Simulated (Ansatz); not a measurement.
# ZnSe: a relaxation

Wanted: a converged relaxation for ZnSe, and a check of what comes out. The structure is shown as the input types it.

Method: DFT, r2SCAN, PAW with Ansatz's default frozen-core files, scalar-relativistic; relaxation of cell and atoms, in Ansatz 0.2.0.

1 further run of the same task is left out (it didn't finish).

## Step 1: The structure to begin with

Symmetry: F-43m, No. 216, cubic system. The conventional cell has a = 5.668 Å, b = 5.668 Å, c = 5.668 Å, α = 90.00°, β = 90.00°, γ = 90.00°. Around Zn (site symmetry -43m) lie 4 Se at 2.45 Å. Se (site symmetry -43m) is surrounded by 4 Zn at 2.45 Å.

Coordinates:

```
Zn Se
1.0
     0.00000    2.83380    2.83380
     2.83380    0.00000    2.83380
     2.83380    2.83380    0.00000
Zn Se
1 1
Direct
  0.00000 0.00000 0.00000
  0.75000 0.75000 0.75000
```

## Step 2: Input and run

Input file input.yaml:

```yaml
crystal:
  lattice:
    - [0.0, 2.8338, 2.8338]
    - [2.8338, 0.0, 2.8338]
    - [2.8338, 2.8338, 0.0]
  atoms:
    - { symbol: Zn, position: [0.0, 0.0, 0.0], spin: 2.0 }
    - { symbol: Se, position: [0.75, 0.75, 0.75] }
kpoints:
  mp_grid: { grid: [8, 8, 8] }
scf:
  occupations: { method: fixed }
  max_iter: 75
hamiltonian:
  xc: r2scan
  pseudopotentials: { kind: paw }
relax:
  f_tol: 0.002
  max_steps: 80
  cell: {}
output:
  forces: true
  stress: true
```

Started as:

```sh
> ansatz run input.yaml --threads 1 --pin off --max-ram 3072MiB --backend cpu --events-out ev --progress --plain --runs-dir out
```

**Question.** How will this run end, and is anything wrong with its input?

The program refused the input before any cycle. The line that matters: «inconsistent input (magnetization.spin_polarized): false but per-atom `spin:`, `per_species`, `initial_magnetization`, `magnetic_field`, or `spin_locking` is set»

Starting moments are given, but spin polarisation is off.

The cure: make the spin settings agree.
